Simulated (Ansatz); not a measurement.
**SnH4O: vertical ionisation energy**

One table from this session's results is given with a row withheld; the runs are named, their logs left out.

Method: unrestricted cation, the program's frozen cores in correlated methods; program: Ansatz 0.2.0, Gaussian basis.

The runs, in order: UKS PBE-D4/def2-TZVPP; UKS r2SCAN-D4/def2-TZVPP; UKS PBE0-D4/def2-TZVPP; UKS B3LYP-D4/def2-TZVPP; UKS wB97X-V/def2-TZVPP; UKS wB97M-V/def2-TZVPP; UKS B2PLYP/def2-TZVPP; UHF-CCSD(T)/def2-TZVPP; UHF-MP2/def2-QZVPP; extrapolation to the limit; then −ε(HOMO) from the neutral's earlier runs with LDA (SPW92), PBE-D4, revPBE-D4, BLYP-D4, r2SCAN-D4, B97M-V, PBE0-D4, B3LYP-D4, r2SCANh-D4, r2SCAN0-D4, HSE06-D4, BHLYP-D4, CAM-B3LYP-D4, LC-ωPBE, ωB97X-V, ωB97M-V.

### The relaxed structure

All runs share one geometry, relaxed beforehand with PBE0-D4 in a triple-zeta def2 set. Sn takes the def2 core potential; no spin-orbit term is included.

SMILES `[OH][SnH3]`, 6 atoms, charge 0, spin multiplicity 1.

Atoms are counted from 1 here; the program's logs count them from 0.

Bond lengths: O1–Sn2 1.970 Å, O1–H3 0.959 Å, Sn2–H4 1.709 Å, Sn2–H5 1.709 Å, Sn2–H6 1.698 Å. Angles: Sn2–O1–H3 113.2°, O1–Sn2–H4 108.5°, O1–Sn2–H5 108.5°, O1–Sn2–H6 103.1°, H4–Sn2–H5 110.8°, H4–Sn2–H6 112.8°, H5–Sn2–H6 112.7°.

The first run:

Input file in.yaml:

```yaml
crystal:
  periodic: [false, false, false]
  atoms:
    - {symbol: O, position_ang: [0.914312, -0.752439, 0.930796]}
    - {symbol: Sn, position_ang: [-0.282347, 0.354232, -0.175111]}
    - {symbol: H, position_ang: [1.150181, -1.585079, 0.516790]}
    - {symbol: H, position_ang: [-1.721080, -0.523090, -0.461499]}
    - {symbol: H, position_ang: [0.514103, 0.711635, -1.644657]}
    - {symbol: H, position_ang: [-0.533069, 1.730741, 0.787381]}
basis:
  gaussian: {orbitals: def2-TZVPP}
total_charge: 1
magnetization: {spin_polarized: true, initial_magnetization: 1}
hamiltonian: {xc: pbe, dispersion: d4}
```

Run with:

```sh
ansatz run in.yaml --threads 4 --pin off --events-out ev --progress --plain --max-ram 10444MiB
```

Among the steps run: Cation, UKS PBE-D4/def2-TZVPP; Cation, UKS r2SCAN-D4/def2-TZVPP; Cation, UKS PBE0-D4/def2-TZVPP; Cation, UKS B3LYP-D4/def2-TZVPP; Cation, UKS wB97X-V/def2-TZVPP; Cation, UKS wB97M-V/def2-TZVPP; Cation, UKS B2PLYP (frozen core)/def2-TZVPP; Cation, UHF-CCSD(T)/def2-TZVPP; Cation, UHF-MP2/def2-QZVPP.

One table of the session follows, with a row left open; its other results are not shown here.

For comparison, −ε(HOMO) of the neutral from earlier runs:

| functional | −ε(HOMO) (eV) |
| --- | --- |
| LDA (SPW92) | 6.75 |
| PBE-D4 | 6.61 |
| revPBE-D4 | 6.56 |
| BLYP-D4 | 6.53 |
| r2SCAN-D4 | 6.97 |
| B97M-V | 7.12 |
| PBE0-D4 | 8.21 |
| B3LYP-D4 | 7.97 |
| r2SCANh-D4 | 7.57 |
| r2SCAN0-D4 | 8.46 |
| HSE06-D4 | 7.80 |
| BHLYP-D4 | ? |
| CAM-B3LYP-D4 | 9.65 |
| LC-ωPBE | 11.00 |
| ωB97X-V | 10.67 |
| ωB97M-V | 10.56 |

**Question.** Estimate the row for BHLYP-D4.

Worked estimate for «−ε(HOMO) (eV)». Against the share of exact exchange, BLYP-D4 (0, 6.53), B3LYP-D4 (0.2, 7.97) give a slope of 7.20 per unit share; at 0.5 the line stands at 10.13.

As computed: −ε(HOMO) (eV): 9.69. In «−ε(HOMO) (eV)» the line misses by +0.44.
